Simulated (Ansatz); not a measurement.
# Bi2Te2Pb2S3 (Saddlebackite 7.11 layer): the cost of one run

Program: Ansatz 0.2.0. Level of theory: DFT, PBE, plane-wave PAW, default files, scalar-relativistic. These are calculated values, not measurements.

A COD entry behind a cell of this session may itself be a prediction, so a difference from it is no test against experiment.

2 further runs of the same task are left out: 1 that didn't finish, 1 set aside as unsound or not needed.

### 1 Starting point

It takes space group P-3m1 (No. 164, trigonal). Conventional cell: a = 4.261 Å, b = 4.261 Å, c = 33.818 Å, α = 90.00°, β = 90.00°, γ = 120.00°. Around Bi (site symmetry 3m) lie 3 S at 3.02 Å and 3 Te at 3.04 Å. Te (site symmetry 3m) is surrounded by 3 Bi at 3.04 Å. Around Pb (site symmetry 3m) lie 6 S at 2.99 to 3.00 Å. Pb (site symmetry -3m) is surrounded by 6 S at 2.99 Å. S (site symmetry 3m) has 3 Pb at 2.99 Å and 3 Bi at 3.02 Å as nearest neighbours. Only part of the 10 independent sites is listed.

As a file:

```cif
data_structure
_symmetry_space_group_name_H-M 'P 1'
_symmetry_Int_Tables_number 1
_cell_length_a 4.2605
_cell_length_b 4.2605
_cell_length_c 33.8180
_cell_angle_alpha 90.000
_cell_angle_beta 90.000
_cell_angle_gamma 120.000
_cell_volume 531.62
loop_
_atom_site_label
_atom_site_type_symbol
_atom_site_fract_x
_atom_site_fract_y
_atom_site_fract_z
_atom_site_occupancy
Bi1 Bi 0.33333 0.66667 0.20293 1
Bi2 Bi 0.66667 0.33333 0.79707 1
Bi3 Bi 0.33333 0.66667 0.39807 1
Bi4 Bi 0.66667 0.33333 0.60193 1
Te1 Te 0.33333 0.66667 0.74408 1
Te2 Te 0.66667 0.33333 0.25592 1
Te3 Te 0.00000 0.00000 0.34507 1
Te4 Te 0.00000 0.00000 0.65493 1
Pb1 Pb 0.33333 0.66667 0.89896 1
Pb2 Pb 0.66667 0.33333 0.10104 1
Pb3 Pb 0.00000 0.00000 0.00000 1
Pb4 Pb 0.00000 0.00000 0.50000 1
S1 S 0.00000 0.00000 0.84882 1
S2 S 0.00000 0.00000 0.15118 1
S3 S 0.33333 0.66667 0.05044 1
S4 S 0.66667 0.33333 0.94956 1
S5 S 0.33333 0.66667 0.55024 1
S6 S 0.66667 0.33333 0.44976 1
```

The earlier run gave: gap on the mesh 0.37 eV, largest force 0.003 eV/Å, pressure 1.0 GPa.

The printed gradients, by site:

| site | atoms | first shell | V_zz (10²¹ V/m²) | η | C_Q (MHz) |
| --- | --- | --- | --- | --- | --- |
| Bi1 | 1, 2 | 3 S at 3.02 Å, 3 Te at 3.04 Å | -0.73 | 0.00 | 9.15 (²⁰⁹Bi) |
| Bi3 | 3, 4 | 3 S at 3.02 Å, 3 Te at 3.04 Å | -0.78 | 0.00 | 9.78 (²⁰⁹Bi) |
| Te5 | 5, 6 | 3 Bi at 3.04 Å | 0.95 | 0.00 | – |
| Te7 | 7, 8 | 3 Bi at 3.04 Å | 1.06 | 0.00 | – |
| Pb9 | 9, 10 | 6 S at 2.99–3.00 Å | 0.70 | 0.00 | – |
| Pb11 | 11 | 6 S at 2.99 Å | 0.62 | 0.00 | – |
| Pb12 | 12 | 6 S at 2.99 Å | 0.85 | 0.00 | – |
| S13 | 13, 14, 17, 18 | 3 Pb at 2.99 Å, 3 Bi at 3.02 Å | 0.093 | 0.00 | -0.155 (³³S) |
| S15 | 15, 16 | 6 Pb at 2.99–3.00 Å | -0.34 | 0.00 | 0.565 (³³S) |

Conventions: |V_zz| ≥ |V_yy| ≥ |V_xx|, η = (V_xx − V_yy)/V_zz, C_Q = eQV_zz/h. Quadrupole moments are those of Pyykkö's year-2017 table. A dash under C_Q marks elements without a common quadrupolar isotope.

### 2 Atom 6 (Te) moved by 0.15 Å

Input file input.yaml:

```yaml
crystal:
  lattice:
    - [4.26052, 0.0, 0.0]
    - [-2.13026, 3.6897185533, 0.0]
    - [0.0, 0.0, 33.81797]
  atoms:
    - { symbol: Bi, position: [0.3333333333, 0.6666666667, 0.2029348125] }
    - { symbol: Bi, position: [0.6666666667, 0.3333333333, 0.7970651875] }
    - { symbol: Bi, position: [0.3333333333, 0.6666666667, 0.3980702282] }
    - { symbol: Bi, position: [0.6666666667, 0.3333333333, 0.6019297718] }
    - { symbol: Te, position: [0.3333333333, 0.6666666667, 0.7440841264] }
    - { symbol: Te, position: [0.7018736367, 0.3333333333, 0.2559158736] }
    - { symbol: Te, position: [0.0, 0.0, 0.3450701075] }
    - { symbol: Te, position: [0.0, 0.0, 0.6549298925] }
    - { symbol: Pb, position: [0.3333333333, 0.6666666667, 0.898963143] }
    - { symbol: Pb, position: [0.6666666667, 0.3333333333, 0.101036857] }
    - { symbol: Pb, position: [0.0, 0.0, 0.0] }
    - { symbol: Pb, position: [0.0, 0.0, 0.5] }
    - { symbol: S, position: [0.0, 0.0, 0.8488224881] }
    - { symbol: S, position: [0.0, 0.0, 0.1511775119] }
    - { symbol: S, position: [0.3333333333, 0.6666666667, 0.0504411393] }
    - { symbol: S, position: [0.6666666667, 0.3333333333, 0.9495588607] }
    - { symbol: S, position: [0.3333333333, 0.6666666667, 0.550243553] }
    - { symbol: S, position: [0.6666666667, 0.3333333333, 0.449756447] }
kpoints:
  mp_grid: { grid: [8, 8, 1] }
scf:
  occupations: { method: fermi_dirac, width: 0.02 }
hamiltonian:
  xc: pbe
  pseudopotentials: { kind: paw }
output:
  forces: true
  stress: true
  populations: true
  efg:
    quadrupole_moments_barn: { Bi: -0.516, S: -0.0694 }
    contact_densities: true
  write_density: true
  write_potential: true
  elf: true
  volumetric_format: npy
```

Run with:

```bash
$ ansatz run input.yaml --threads 4 --pin off --max-ram 8192MiB --backend cpu --events-out ev --progress --plain --runs-dir out
```

**Question.** How long does this run take on 4 threads of Arm Neoverse V1, shared host, and how much memory does it need?

About 2 min, with a peak of 2.6 GiB.
